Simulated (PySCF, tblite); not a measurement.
**C₄H₁₀BOP: geometry, infrared bands and NMR shifts**

Wanted: the infrared bands and NMR shifts of C₄H₁₀BOP (`C#C[B@@H-](P)[O+](C)C`), by calculation.

Programs: tblite 0.8.0 and PySCF 2.14.0, with density-fitted response routines of our own. Each step states its level of theory. These are calculated values for one molecule in the gas phase, unless marked as measured. Atoms are numbered from 0 throughout.

## Step 1: Starting geometry

17 atoms, charge 0, multiplicity 1; geometry from: force field or distance geometry start.

Bonds of the start (Å): C0–C1 1.22, C1–B2 1.54, B2–P3 1.96, B2–O4 1.52, O4–C5 1.42, O4–C6 1.43, C0–H7 1.05, B2–H8 1.19, P3–H9 1.46, P3–H10 1.45, C5–H11 1.11, C5–H12 1.12, C5–H13 1.11, C6–H14 1.11, C6–H15 1.11, C6–H16 1.11.

## Step 2: Relaxing the molecule with GFN2-xTB

What the job is given:

```
{"job": {"kind": "relax", "xc": "GFN2-xTB", "basis": "xTB"}, "charge": 0, "multiplicity": 1}
C      2.533600    -0.329500     1.024700
C      1.431700     0.138700     0.779100
B      0.038100     0.725800     0.487700
P      0.232500     2.483500    -0.360900
O     -0.846600    -0.168600    -0.363200
C     -1.297600    -1.288500     0.382400
C     -0.165400    -0.627700    -1.539300
H      3.486600    -0.726700     1.237300
H     -0.501000     0.926400     1.534700
H     -1.183100     2.799200    -0.243900
H      0.576100     3.146700     0.886600
H     -1.973900    -1.926500    -0.226000
H     -0.456600    -1.921600     0.760800
H     -1.897700    -0.958600     1.253500
H      0.663000    -1.325800    -1.299300
H     -0.884900    -1.153800    -2.193700
H      0.238300     0.218900    -2.130200
```

Launch:

```
$ OMP_NUM_THREADS=1 python probes_run.py task.json out
```

One launch serves the whole session: the jobs run in the order shown.

**Question.** This job is followed by: GFN2-xTB harmonic vibrations, gas phase; GIAO PBE0/pcSseg-1 NMR shielding, non-relativistic, gas phase. Predict these results of the whole session: strongest single infrared mode (GFN2-xTB); zero-point energy (GFN2-xTB); 13C shifts against TMS (PBE0/pcSseg-1, means over atoms taken as alike); 1H shifts against TMS (PBE0/pcSseg-1, means over atoms taken as alike); 11B shifts against BF3·OEt2 (PBE0/pcSseg-1); 31P shifts against H3PO4 (PBE0/pcSseg-1); 17O shifts against H2O (PBE0/pcSseg-1).

As calculated:

| quantity | value |
| --- | --- |
| strongest single infrared mode (GFN2-xTB) | 2386 cm⁻¹, 184 km/mol |
| zero-point energy (GFN2-xTB) | 81.0 kcal/mol |
| 13C shifts against TMS (PBE0/pcSseg-1, means over atoms taken as alike) | 104.5, 96.0, 64.1 ppm |
| 1H shifts against TMS (PBE0/pcSseg-1, means over atoms taken as alike) | 4.35, 3.93, 2.50, 1.31 ppm |
| 11B shifts against BF3·OEt2 (PBE0/pcSseg-1) | 2.3 ppm |
| 31P shifts against H3PO4 (PBE0/pcSseg-1) | -249.9 ppm |
| 17O shifts against H2O (PBE0/pcSseg-1) | 9.6 ppm |

In words: Over 79 steps the energy fell by 0.375 eV; of the close pairs, B2–O4 changed most, 1.519 to 1.674 Å. All 45 modes are real, so the xTB geometry is a minimum. The strongest single mode, at 2386 cm⁻¹, moves mainly H10. GFN2-xTB is a fitted tight-binding method: band positions and strengths are rough. Its intensities can rank the bands wrongly. At PBE0/pcSseg-1: The widest tensor belongs to C1: span 312 ppm, with a paramagnetic part of -169 ppm.
